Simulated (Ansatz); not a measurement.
# SnH2F (SMILES [F][SnH2]): UMP2/def2-TZVPP (core potential)

Aim: the vertical doublet–quartet gap of SnH2F at UMP2/def2-TZVPP (core potential), from 2 runs. 

Program for the calculation: Ansatz 0.2.0.

36 further runs of the same task are left out: 36 set aside as unsound or not needed.

**1. The structure to begin with**

The species is SnH2F (4 atoms), meant as a doublet with charge 0. SMILES: `[F][SnH2]`. Geometry: relaxed at PBE0-D4/def2-TZVP.

Bond lengths: F1–Sn2 1.932 Å, Sn2–H3 1.726 Å, Sn2–H4 1.726 Å. Angles: F1–Sn2–H3 103.3°, F1–Sn2–H4 103.3°, H3–Sn2–H4 113.3°.

**2. The energy at UMP2/def2-TZVPP (core potential)**

The input, input.yaml:

```yaml
crystal:
  periodic: [false, false, false]
  atoms:
    - symbol: F
      position_ang: [-1.552600, -0.190000, 0.640700]
    - symbol: Sn
      position_ang: [0.028300, -0.242200, -0.468300]
    - symbol: H
      position_ang: [1.184100, -1.054400, 0.524100]
    - symbol: H
      position_ang: [0.395700, 1.426200, -0.716700]
basis:
  gaussian: {orbitals: def2-TZVPP}
magnetization: {spin_polarized: true, initial_magnetization: 1}
correlation: {method: mp2, frozen_orbitals: {F: 1, H: 0, Sn: 4}}
accuracy: high
```

Started as:

```
$ ansatz run input.yaml --threads 1 --pin off --max-ram 3480MiB --events-out events.jsonl --progress --plain --runs-dir runs
```

Standard output:

```text
Warning: RAYON_NUM_THREADS=1 ignored (pool sized by the plan → 1); use --threads N
Functional definition: HF
  name "HF"
  exchange = exact_x
  correlation = 0
1918 factors; integrals over basis functions are off by at most 3.5e-9 eV
mean field evaluation 1: about -8541.9150 eV, gradient 2.3e1 eV
mean field evaluation 2: about -8541.9218 eV, gradient 2.3e1 eV
mean field evaluation 4: about -8544.0787 eV, gradient 1.9e0 eV
mean field evaluation 8: about -8544.1435 eV, gradient 1.6e-1 eV
mean field -8544.14411236 eV, -313.9915047003 hartree, gradient 7.6e-8 eV, S^2 0.756309; 0 other end points of the search recorded, 0 dependent functions left out
5 core orbitals not correlated: weight in the atoms' cores, before any rotation towards them, 1.000 or more for the frozen orbitals, at most 0.000 for the correlated occupied ones
reference -8544.14411236 eV, -313.9915047003 hartree; 12, 11 occupied and 92, 93 virtual orbitals, 1918 factors
second order -15.31464863 eV of doubles, -0.00000000 eV of singles
Total energy: -8559.45876099 eV, -314.5543076568 hartree
```

Wall time 5.7 s (1 thread of Arm Neoverse V1, shared host); peak memory 0.33 GiB.

**3. The quartet at the same level**

The input, run.yaml:

```yaml
crystal:
  periodic: [false, false, false]
  atoms:
    - {symbol: F, position_ang: [-1.552600, -0.190000, 0.640700]}
    - {symbol: Sn, position_ang: [0.028300, -0.242200, -0.468300]}
    - {symbol: H, position_ang: [1.184100, -1.054400, 0.524100]}
    - {symbol: H, position_ang: [0.395700, 1.426200, -0.716700]}
basis:
  gaussian: {orbitals: def2-TZVPP}
magnetization: {spin_polarized: true, initial_magnetization: 3}
correlation: {method: mp2, frozen_orbitals: {F: 1, H: 0, Sn: 4}}
accuracy: high
```

Started as:

```
$ ansatz run run.yaml --threads 1 --pin off --max-ram 3480MiB --events-out events.jsonl --progress --plain --runs-dir runs
```

Standard output (excerpt; [...] marks lines left out):

```text
Warning: RAYON_NUM_THREADS=1 ignored (pool sized by the plan → 1); use --threads N
[... 2 set-up lines as earlier in the session ...]
[...]
1918 factors; integrals over basis functions are off by at most 3.5e-9 eV
[...]
mean field -8537.59901338 eV, -313.7509767492 hartree, gradient 1.4e-8 eV, S^2 3.803026; 13 other end points of the search recorded, 0 dependent functions left out
5 core orbitals not correlated: weight in the atoms' cores, before any rotation towards them, 1.000 or more for the frozen orbitals, at most 0.000 for the correlated occupied ones
reference -8537.59901338 eV, -313.7509767492 hartree; 13, 10 occupied and 91, 94 virtual orbitals, 1918 factors
second order -15.26678581 eV of doubles, -0.00000000 eV of singles
Total energy: -8552.86579919 eV, -314.3120207795 hartree
```

Run time: 18 s. Hardware: 1 thread of Arm Neoverse V1, shared host; peak memory 0.33 GiB.

**4. Summary of results**

Level: UMP2/def2-TZVPP (core potential), 5 core orbitals frozen.

| quantity | value |
| --- | --- |
| doublet: total energy | -314.55431 Eh |
| doublet: correlation energy (5 core orbitals frozen) | -562.8 mEh |
| doublet: ⟨S²⟩ of the reference determinant | 0.756 |
| quartet: total energy | -314.31202 Eh |
| quartet: correlation energy (5 core orbitals frozen) | -561.0 mEh |
| quartet: ⟨S²⟩ of the reference determinant | 3.803 |
| vertical energy of the quartet above the doublet | 6.593 eV |

**Reading.** At this shape the quartet lies 6.59 eV (636 kJ/mol) above the doublet.
